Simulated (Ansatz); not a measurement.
# EuAgS2 (R-3m) in Ansatz: single point with PBE

Aim: the single point of EuAgS2 with PBE.

All numbers are computed with Ansatz 0.2.0; they aren't measurements. Logs are shortened: lines on timing, memory, paths and dates and some standing lists are left out, and cuts for length are marked.

### 1 The structure

The structure is trigonal, space group R-3m (No. 166). The conventional cell has a = 4.048 Å, b = 4.048 Å, c = 22.042 Å, α = 90.00°, β = 90.00°, γ = 120.00°. Ag (site symmetry -3m) is surrounded by 6 S at 3.21 Å. Around Eu (site symmetry -3m) lie 6 S at 2.76 Å. S (site symmetry 3m) is surrounded by 3 Eu at 2.76 Å.

The cell comes from a database or a generator and needn't be the stable form of this composition.

### 2 Single point, PBE, collinear spin, ferromagnetic start

File input.yaml:

```yaml
crystal:
  lattice:
    - [2.02389122, 1.16849414, 7.34749743]
    - [-2.02389122, 1.16849414, 7.34749743]
    - [0.0, -2.33698828, 7.34749743]
  atoms:
    - { symbol: Ag, position: [0.5, 0.5, 0.5] }
    - { symbol: Eu, position: [0.0, 0.0, 0.0], spin: 8.5 }
    - { symbol: S, position: [0.2667, 0.2667, 0.2667] }
    - { symbol: S, position: [0.7333, 0.7333, 0.7333] }
hamiltonian:
  xc: pbe
  pseudopotentials: { kind: paw }
magnetization:
  spin_polarized: true
kpoints:
  mp_grid: { grid: [8, 8, 8] }
scf:
  occupations: { method: fermi_dirac, width: 0.05 }
output:
  forces: true
  stress: true
  eigenvalues: true
```

Potentials or basis: Ansatz PAW.

Run with:

```console
ansatz run input.yaml --threads 2 --pin off --max-ram 5120MiB --backend cpu --events-out ev --progress --plain --runs-dir out
```

Log:

```text
Warning: where an SCF of this run starts from atoms to list the orders of its open shells, Eu (site 1, from 0) starts with 6.32 μB on its 4f shell and 0.68 μB on its 5d shell, in the place of the 8.50 μB that the deck gives it: its open shells can hold no more by Hund's first rule. To start from spheres of the given moment, type scf.initial_density.shell_occupations: []
Warning: RAYON_NUM_THREADS=2 ignored (pool sized by the plan → 2); use --threads N
basis.fft_grid_basis auto: the FFT boxes are laid along the combinations [[1, 0, -1], [0, 1, -1], [0, 0, 1]] of the cell's own vectors, 4.048, 4.048 and 7.710 Å long. The dense box has 30×30×54 points. Along the cell's own vectors, as sized, it would have 54×54×54, 3.24 times as many. Of the 12 symmetry operations that the crystal satisfies within crystal.symmetry.tolerance (time reversal apart; of a slab, those that keep its plane) the dense box along the cell's own vectors carries 12, and the one as laid loses 8 of those. basis.fft_grid_basis: typed keeps the cell's own vectors: state it where this run's energies or levels are differenced outside the engine with another run's, or held beside a run that keeps those vectors.
Engine: ansatz 0.2.0, x86_64-unknown-linux-gnu
Pseudopotentials: kind: paw
Pseudopotential: Ag, paw, valence charge 19, recommended cutoff 420 eV (normal), Ag.paw.azcp
Pseudopotential: Eu, paw, valence charge 17, recommended cutoff 420 eV (normal), Eu.paw.azcp
Pseudopotential: S, paw, valence charge 6, recommended cutoff 420 eV (normal), S.paw.azcp
Functional definition: PBE
  parameter kappa = 0.804
  parameter beta = 0.06672455060314922
  exchange = pbe_x(kappa = kappa, mu = beta*pi^2/3)
  correlation = pbe_c(beta = beta)
Crystal: 4 atoms, lattice volume = 104.257 Å³
Basis set: ecut = 420 eV, 2029 PW (Γ), FFT grids on a1−a3, a2−a3, a3, exchange–correlation on 60×60×108 points (8 copies of the dense FFT grid, shifted against one another)
Bands: 34, of which v1, the nominal top of the filled ones, is band 24 counted from 1 (23 counted from 0)
Symmetry: 12 space group operations
Space group: R-3m (ITA 166), of the structure as read, at distance tolerance 4.7e-5 Å
Magnetic group: BNS 166.97 (UNI 1327), of the structure as read, at distance tolerance 4.7e-5 Å
k-points: 65 of 512
Non-local potential: Ag, projectors of the file, l = 0: 3, l = 1: 2, l = 2: 2, l = 3: 1
Non-local potential: Eu, projectors of the file, l = 0: 3, l = 1: 2, l = 2: 2, l = 3: 3
Non-local potential: S, projectors of the file, l = 0: 2, l = 1: 2, l = 2: 2
PAW form: soft (Blöchl's): semilocal exchange-correlation on the pseudo side does not see the compensation charge
PAW one-centre angular grid: Ag, 590 points (default); XC on 64 Gauss nodes
PAW one-centre angular grid: Eu, 590 points (default); XC on 64 Gauss nodes
PAW one-centre angular grid: S, 110 points (default); XC on 64 Gauss nodes
Initial density: superposition of atomic densities (chi_scale 0.1, normalization cell, long waves kept (reshape's long-wave potential 0.34 eV rms))
Starting moments: Σ|m| = 8.5 μB on 1 of 4 sites
Initial wavefunctions: pseudopotential atomic-orbital guess
Functional: x = pbe(κ = 0.804, μ = 0.2195149727645171), c = pbe(β = 0.06672455060314922)
SCF iter   1: F=—  HF=-18165.051529 eV  |F-HF|=—  |Δ(HF+E_count)|=         —  Δρ=2.42e-2 (↑2.42e-2 ↓2.30e-2)  dr2=2.89e0  dr2_m=1.11e-1  M=6.000 μB ∫|m|=6.508 μB  β_m=0.30  ethr=3.10e-3  ⟨swp⟩=6.0  Hψ=16596  notcnv=0
Mixer restart at iter 1: flushing history
preconditioner: auto → Kerker (q_TF=auto, 2.397 Å⁻¹)  [metal: Δε(μ)=0.007 eV  Ē_g=9.804 eV  σ=0.050 eV  W_gap=0.04  n_scr=28 (ndim 8)  ℏωp=22.4 eV  f_vac=0.006  D(μ)=6.61/eV (n_scr^D=66)]
spin=Collinear: Kerker preconditioning applied to the charge; magnetization (m = ρ↑ − ρ↓) channel mixes plain (no charge-response kernel on spin).
SCF iter   2: F=—  HF=-18164.736024 eV  |F-HF|=—  |Δ(HF+E_count)|=   3.16e-1  Δρ=1.63e-2 (↑1.42e-2 ↓1.63e-2)  dr2=1.22e0  dr2_m=5.90e-2  M=6.000 μB ∫|m|=6.583 μB  β_m=0.52  ethr=3.10e-3  ⟨swp⟩=2.9  Hψ=7083  notcnv=0  defer=258
SCF iter   3: F=—  HF=-18164.536828 eV  |F-HF|=—  |Δ(HF+E_count)|=   1.99e-1  Δρ=5.11e-3 (↑4.60e-3 ↓5.11e-3)  dr2=9.08e-2  dr2_m=6.01e-3  M=6.000 μB ∫|m|=6.682 μB  β_m=0.58  ethr=2.54e-3  ⟨swp⟩=3.4  Hψ=8145  notcnv=0  defer=260
SCF iter   4: F=—  HF=-18164.555711 eV  |F-HF|=—  |Δ(HF+E_count)|=         —  Δρ=4.81e-3 (↑4.81e-3 ↓2.09e-3)  dr2=2.88e-2  dr2_m=5.19e-3  M=6.000 μB ∫|m|=6.751 μB  β_m=0.58  ethr=1.89e-4  ⟨swp⟩=3.0  Hψ=7395  notcnv=0  defer=260
Mixer restart at iter 4: flushing history
SCF iter   5: F=—  HF=-18164.595232 eV  |F-HF|=—  |Δ(HF+E_count)|=   3.95e-2  Δρ=3.10e-3 (↑3.10e-3 ↓1.24e-3)  dr2=1.48e-2  dr2_m=1.92e-3  M=6.000 μB ∫|m|=6.782 μB  β_m=0.79  ethr=6.00e-5  ⟨swp⟩=2.0  Hψ=7468  notcnv=0  defer=260
SCF iter   6: F=—  HF=-18164.634053 eV  |F-HF|=—  |Δ(HF+E_count)|=   3.88e-2  Δρ=2.55e-3 (↑2.55e-3 ↓4.83e-4)  dr2=1.34e-2  dr2_m=1.18e-3  M=6.000 μB ∫|m|=6.859 μB  β_m=0.81  ethr=3.08e-5  ⟨swp⟩=2.2  Hψ=8089  notcnv=0  defer=260
SCF iter   7: F=—  HF=-18164.637045 eV  |F-HF|=—  |Δ(HF+E_count)|=   2.99e-3  Δρ=7.42e-4 (↑7.42e-4 ↓5.79e-4)  dr2=2.10e-3  dr2_m=9.06e-5  M=6.000 μB ∫|m|=6.876 μB  β_m=0.91  ethr=2.80e-5  ⟨swp⟩=2.8  Hψ=8538  notcnv=0  defer=261
SCF iter   8: F=—  HF=-18164.637363 eV  |F-HF|=—  |Δ(HF+E_count)|=   3.19e-4  Δρ=1.88e-4 (↑1.88e-4 ↓1.68e-4)  dr2=4.12e-4  dr2_m=1.07e-6  M=6.000 μB ∫|m|=6.870 μB  β_m=0.95  ethr=4.37e-6  ⟨swp⟩=2.0  Hψ=6106  notcnv=0  defer=261
SCF iter   9: F=—  HF=-18164.637331 eV  |F-HF|=—  |Δ(HF+E_count)|=   3.19e-5  Δρ=1.20e-4 (↑1.20e-4 ↓3.86e-5)  dr2=1.93e-5  dr2_m=3.76e-6  M=6.000 μB ∫|m|=6.868 μB  β_m=0.98  ethr=8.58e-7  ⟨swp⟩=2.2  Hψ=6912  notcnv=0  defer=261
SCF iter  10: F=—  HF=-18164.639479 eV  |F-HF|=—  |Δ(HF+E_count)|=   2.15e-3  Δρ=1.85e-5 (↑1.85e-5 ↓1.63e-5)  dr2=2.17e-6  dr2_m=1.56e-8  M=6.000 μB ∫|m|=6.867 μB  β_m=0.99  ethr=4.01e-8  ⟨swp⟩=2.0  Hψ=7058  notcnv=0  defer=261
SCF iter  11: F=—  HF=-18164.639481 eV  |F-HF|=—  |Δ(HF+E_count)|=   1.21e-6  Δρ=1.06e-5 (↑1.06e-5 ↓1.02e-5)  dr2=6.20e-7  dr2_m=4.17e-10  M=6.000 μB ∫|m|=6.867 μB  β_m=0.89  ethr=4.52e-9  ⟨swp⟩=2.0  Hψ=7392  notcnv=0  defer=261
SCF iter  12: F=—  HF=-18164.639481 eV  |F-HF|=—  |Δ(HF+E_count)|=   1.11e-7  Δρ=5.50e-6 (↑5.50e-6 ↓3.57e-6)  dr2=2.00e-7  dr2_m=4.82e-9  M=6.000 μB ∫|m|=6.867 μB  β_m=0.94  ethr=1.29e-9  ⟨swp⟩=2.0  Hψ=6806  notcnv=0  defer=261
SCF iter  13: F=—  HF=-18164.639481 eV  |F-HF|=—  |Δ(HF+E_count)|=   2.74e-8  Δρ=2.49e-6 (↑2.49e-6 ↓1.22e-6)  dr2=2.66e-8  dr2_m=1.03e-9  M=6.000 μB ∫|m|=6.867 μB  β_m=0.97  ethr=2.08e-10  ⟨swp⟩=10.9  Hψ=17044  notcnv=0
SCF iter  14: F=-18164.639481 eV  HF=-18164.639481 eV  |F-HF|=2.99e-8  |Δ(HF+E_count)|=   1.48e-8  Δρ=4.75e-6 (↑4.75e-6 ↓5.81e-7)  dr2=3.30e-8  dr2_m=4.82e-9  M=6.000 μB ∫|m|=6.867 μB  ethr=5.54e-11  ⟨swp⟩=2.0  Hψ=12582  notcnv=0
SCF 1 converged in 14 iterations: F = -18164.639481 eV  dr2 = 3.30e-8
SCF converged after 14 iterations
Magnetization: 6.0000 μB (27.0000 up, 21.0000 down)
Absolute magnetization: 6.8663 μB (∫|ρ↑−ρ↓|, with the PAW one-centre terms)
Spin contamination: 0.2973 ħ² per cell (⟨S²⟩ above its minimum at these occupations)
Per-site moments (μB) at R_I (Å): [(-0.02073103303639872, 1.3253688916507365), (6.294180236672435, 1.1385884803896391), (-0.17495958643101547, 1.1385884803896396), (-0.17495958643101614, 1.1385884803896391)]
Free energy (F): -18164.639481 eV
Harris-Foulkes:  -18164.639481 eV  (|F-HF|=2.99e-8)
Internal energy: -18164.607835 eV  (E = F + TS)
E sigma→0 (E₀):  -18164.623658 eV
Entropy (-TS):   -0.031646 eV (-7.911 meV/atom)
Fermi energy:    7.279668 eV
--- Per-component energies (eV) ---
  E_band       = -438.990679
  E_kinetic    = 1102.643724
  E_local      = -5611.888482  (includes V_loc(G=0)·N_el)
  E_nonlocal   = 588.566479
  E_hartree    = 2364.125606
  E_xc         = -559.730603
  E_vxc        = -616.519639  (∫ρ·V_xc dr)
  E_paw        = -11480.445844  (= ΣΔE_a)
  E_vpaw       = -630.037353  (= ΣTr[D̂ρ^β])
  E_aug_tail   = 0.000317  (compensation charges beyond the density's cutoff)
  E_ewald      = -4567.879032
  E_smearing   = -0.031646  (= −TS)
  E_closure    = 0.000000  (closes the sum)
  Σ components = -18164.639481   (vs F -18164.639481, Δ=0.00e0)
--- Forces (eV/Å), atoms counted from 1 ---
  atom   1  Ag     0.00000000     0.00000000     0.00000000
  atom   2  Eu     0.00000000    -0.00000000    -0.00000000
  atom   3  S     -0.00000000    -0.00000000    -1.10771941
  atom   4  S      0.00000000     0.00000000     1.10771941
  max |Σ_I F_I| component: 2.31e-18 eV/Å
--- Stress (GPa, compression-positive) ---
        0.622549       0.000000      -0.000000
        0.000000       0.622549       0.000000
       -0.000000      -0.000000      -5.167408
  P = ⅓ Tr σ = -1.3074 GPa (-13.074 kbar)
--- Band table (eV; the first three rows and the last of 130) ---
  k-point 0 ↑: bands = ["-82.9684", "-46.5030", "-46.5030", "-46.4773", "-33.4447", "-12.1778", "-11.9788", "-11.9788", "-4.4353", "-3.5128", "3.5349", "4.3676", "4.3676", "4.5418", "4.6168", "4.6168", "5.5483", "5.5483", "5.8184", "6.1403", "6.1403", "6.8089", "6.8176", "6.8176", "6.8508", "7.5496", "7.7602", "7.7602", "8.3953", "10.9597", "10.9597", "11.5271", "12.5408", "13.7066"]
  k-point 1 ↑: bands = ["-82.9684", "-46.5032", "-46.5030", "-46.4772", "-33.4425", "-12.1625", "-12.0369", "-11.9893", "-4.3094", "-3.5600", "3.7154", "4.3902", "4.4019", "4.5550", "4.5797", "4.6098", "5.1094", "5.5740", "5.8681", "6.1420", "6.1838", "6.8058", "6.8191", "6.8280", "6.8578", "7.3257", "7.6229", "7.6230", "8.8637", "10.8354", "11.2725", "11.7694", "12.2502", "13.5836"]
  k-point 2 ↑: bands = ["-82.9684", "-46.5036", "-46.5032", "-46.4772", "-33.4372", "-12.1763", "-12.1207", "-12.0146", "-4.0270", "-3.6447", "4.0348", "4.3094", "4.4565", "4.4939", "4.5566", "4.6271", "4.9945", "5.3885", "5.5939", "6.1561", "6.3275", "6.7828", "6.8283", "6.8526", "6.8739", "7.0135", "7.4241", "7.5470", "9.2692", "10.4962", "11.9467", "12.2193", "12.5960", "13.5302"]
  k-point 64 ↓: bands = ["-82.9869", "-46.5212", "-46.5212", "-46.4963", "-30.6080", "-10.1903", "-9.8800", "-9.8800", "-4.5123", "-3.6353", "4.2729", "4.3995", "4.4170", "4.4170", "4.6161", "4.6161", "4.8890", "5.3232", "5.3232", "6.8648", "6.8648", "9.6662", "11.2513", "11.4134", "11.4134", "11.4595", "11.4994", "11.5387", "11.5782", "11.5782", "11.5868", "11.5868", "12.9458", "13.7788"]
```

Run time: 26 s. Hardware: 2 threads of Intel Xeon at 2.70GHz, shared host; peak memory 0.69 GiB.

Results:

```
Free energy            : -18164.6395 eV
Pressure               : -1.3 GPa
Largest force          : 1.108 eV/Å
Band gap on the k mesh : none (metal or under the smearing width)
Net moment             : 6.00 μB per cell
Absolute moment        : 6.87 μB per cell
Site moments           : Ag -0.02; Eu +6.29; S -0.17 μB
```

Forces on the atoms (eV/Å):
```
Ag   0.000  0.000  0.000
Eu   0.000  0.000  0.000
S    0.000  0.000 -1.108
S    0.000  0.000  1.108
```

Levels at points of the mesh, in eV from the Fermi level:
Spin up:
| k point | band 24 | band 25 | band 26 | band 27 | band 28 | band 29 | band 30 | band 31 |
| --- | --- | --- | --- | --- | --- | --- | --- | --- |
| (0.00, 0.00, 0.00) | -0.46 | -0.43 | 0.27 | 0.48 | 0.48 | 1.12 | 3.68 | 3.68 |
| (0.00, 0.00, -0.50) | -0.43 | -0.42 | -0.36 | -0.13 | 0.11 | 2.80 | 3.11 | 4.43 |
| (0.00, -0.50, -0.50) | -0.44 | -0.43 | -0.37 | -0.06 | -0.02 | 1.98 | 3.07 | 3.97 |
| (-0.50, -0.50, -0.50) | -0.46 | -0.44 | -0.19 | 0.58 | 0.58 | 2.76 | 3.65 | 3.65 |
Spin down:
```
              k point  band 17  band 18  band 19  band 20  band 21  band 22  band 23  band 24  band 25  band 26
   (0.00, 0.00, 0.00)    -1.72    -1.72    -1.19    -0.60    -0.60     1.16     3.93     4.13     4.13     4.20
  (0.00, 0.00, -0.50)    -2.08    -1.81    -1.75    -0.89    -0.70     2.85     3.24     3.87     3.94     4.04
 (0.00, -0.50, -0.50)    -2.19    -1.40    -1.36    -1.07    -0.98     2.11     3.41     3.53     3.82     3.93
(-0.50, -0.50, -0.50)    -2.39    -1.96    -1.96    -0.41    -0.41     2.39     3.97     4.13     4.13     4.18
```

Caveat: spin-orbit coupling is left out, which moves the levels of the heavy elements; a cell with one magnetic atom can't hold antiferromagnetic order, which such compounds often take; without U or exact exchange the open f shell lies at the Fermi level, which spoils levels, moments and volumes; forces of over 1 eV/Å show positions far from the minimum, so gaps and moduli don't describe the material at rest.
